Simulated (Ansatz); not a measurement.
**Cl₃GaH₂Se: up Jacob's ladder to CCSD(T)**

How much do the methods differ for Cl₃GaH₂Se? The plan is to run it at one geometry with functionals of several rungs and with coupled cluster. The yardstick is the atomisation energy at the CCSD(T) limit.

Method: functionals in def2-TZVPP, the program's frozen cores in correlated methods; program: Ansatz 0.2.0, Gaussian basis.

The runs, in order: LDA (SPW92), PBE-D4, revPBE-D4, BLYP-D4, r2SCAN-D4, B97M-V, PBE0-D4, B3LYP-D4, r2SCANh-D4, r2SCAN0-D4, HSE06-D4, BHLYP-D4, CAM-B3LYP-D4, LC-ωPBE, ωB97X-V, ωB97M-V, B2PLYP, PBE-QIDH; CCSD(T)/def2-SVP; CCSD(T)/def2-TZVPP; MP2/def2-QZVPP; extrapolation to the limit; RPA on PBE.

## 1. The relaxed structure

All runs share one geometry, relaxed beforehand with PBE0-D4 in a triple-zeta def2 set.

SMILES `[Cl][Ga-]([Cl])([Cl])[SeH2+]`, 7 atoms, charge 0, spin multiplicity 1.

Atoms are counted from 1 here; the program's logs count them from 0.

Bond lengths: Cl1–Ga2 2.147 Å, Ga2–Cl3 2.147 Å, Ga2–Cl4 2.149 Å, Ga2–Se5 2.635 Å, Se5–H6 1.470 Å, Se5–H7 1.470 Å. Angles: Cl1–Ga2–Cl3 118.0°, Cl1–Ga2–Cl4 116.9°, Cl1–Ga2–Se5 98.8°, Cl3–Ga2–Cl4 116.9°, Cl3–Ga2–Se5 98.7°, Cl4–Ga2–Se5 101.2°, Ga2–Se5–H6 93.8°, Ga2–Se5–H7 93.8°, H6–Se5–H7 91.6°.

## 2. LDA

This LDA is Slater exchange with PW92 correlation.

Input file in.yaml:

```yaml
crystal:
  periodic: [false, false, false]
  atoms:
    - {symbol: Cl, position_ang: [-0.700857, -1.180944, 2.251106]}
    - {symbol: Ga, position_ang: [0.034071, -1.025228, 0.239915]}
    - {symbol: Cl, position_ang: [2.033860, -1.696850, -0.158985]}
    - {symbol: Cl, position_ang: [-1.402924, -1.255044, -1.341564]}
    - {symbol: Se, position_ang: [0.464099, 1.573153, 0.169881]}
    - {symbol: H, position_ang: [-0.965236, 1.906868, 0.087668]}
    - {symbol: H, position_ang: [0.598186, 1.610042, -1.293620]}
basis:
  gaussian: {orbitals: def2-TZVPP}
hamiltonian: {xc: lda}
output: {orbitals: {seedname: orbitals}}
```

Launch:

```bash
ansatz run in.yaml --threads 4 --pin off --events-out ev --progress --plain --max-ram 11315MiB
```

After this run come: PBE-D4 (GGA); revPBE-D4 (GGA); BLYP-D4 (GGA); r2SCAN-D4 (meta-GGA); B97M-V (meta-GGA); B3LYP-D4 (hybrid); r2SCANh-D4 (hybrid); r2SCAN0-D4 (hybrid); HSE06-D4 (hybrid); BHLYP-D4 (hybrid); CAM-B3LYP-D4 (range-separated); LC-ωPBE (range-separated); ωB97X-V (range-separated); ωB97M-V (range-separated); B2PLYP (double hybrid); PBE-QIDH (double hybrid); CCSD(T) in def2-SVP; CCSD(T) in def2-TZVPP; MP2 in def2-QZVPP; RPA on PBE orbitals.

Before running them: what should the planned runs give, taken together? Wanted: atomisation energy, CCSD(T)/CBS; farthest beyond LDA; mean size of error, GGA; mean size of error, meta-GGA; mean size of error, hybrid; mean size of error, range-separated; mean size of error, double hybrid; gap, smallest and largest; T1 diagnostic.

As calculated:

| quantity | value |
| --- | --- |
| atomisation energy, CCSD(T)/CBS | 1868.3 kJ/mol |
| functionals within 18.7 kJ/mol (1.0 %) | PBE-D4, r2SCAN-D4, B97M-V, PBE0-D4, r2SCANh-D4, HSE06-D4, ωB97X-V, PBE-QIDH |
| farthest beyond LDA | BHLYP-D4 (-88.9 kJ/mol) |
| mean size of error, GGA | 45.8 kJ/mol |
| mean size of error, meta-GGA | 10.7 kJ/mol |
| mean size of error, hybrid | 34.8 kJ/mol |
| mean size of error, range-separated | 35.4 kJ/mol |
| mean size of error, double hybrid | 39.2 kJ/mol |
| gap, smallest and largest | 4.98 eV (BLYP-D4), 12.37 eV (LC-ωPBE) |
| T1 diagnostic | 0.0098 |
| triples share of the correlation energy | 4.0 % |

What this shows: The LDA atomisation energy is off by 269.6 kJ/mol (14 %): it overbinds. PBE-D4 misses by -1.6 kJ/mol. Double hybrids carry the basis error of their MP2 part in triple zeta, and no dispersion term here, so their miss is partly the set-up's. By mean error the best rung here is meta-GGA (10.7 kJ/mol) and the worst beyond LDA is GGA (45.8 kJ/mol). double hybrid functionals lie within the reference's doubt of that worst mean (39.2 kJ/mol), so those two tie. Misses under about 18.7 kJ/mol are within the doubt on the reference itself, which lacks core-valence correlation, relativity and higher excitations, and its outer-core shells are covered unevenly. All levels share the lack of spin-orbit coupling, which lowers the free heavy atoms and so the true binding. Hartree-Fock recovers 71 % of the binding; the rest is correlation. CCSD(T) in def2-SVP is off by -145.9 kJ/mol, so the small basis spoils what the method gains. The gap grows from 5.0 to 12.4 eV across the functionals, mostly with the share of exact exchange. Correlated methods include outer-core shells of Ga, Se, which these sets cover unevenly.
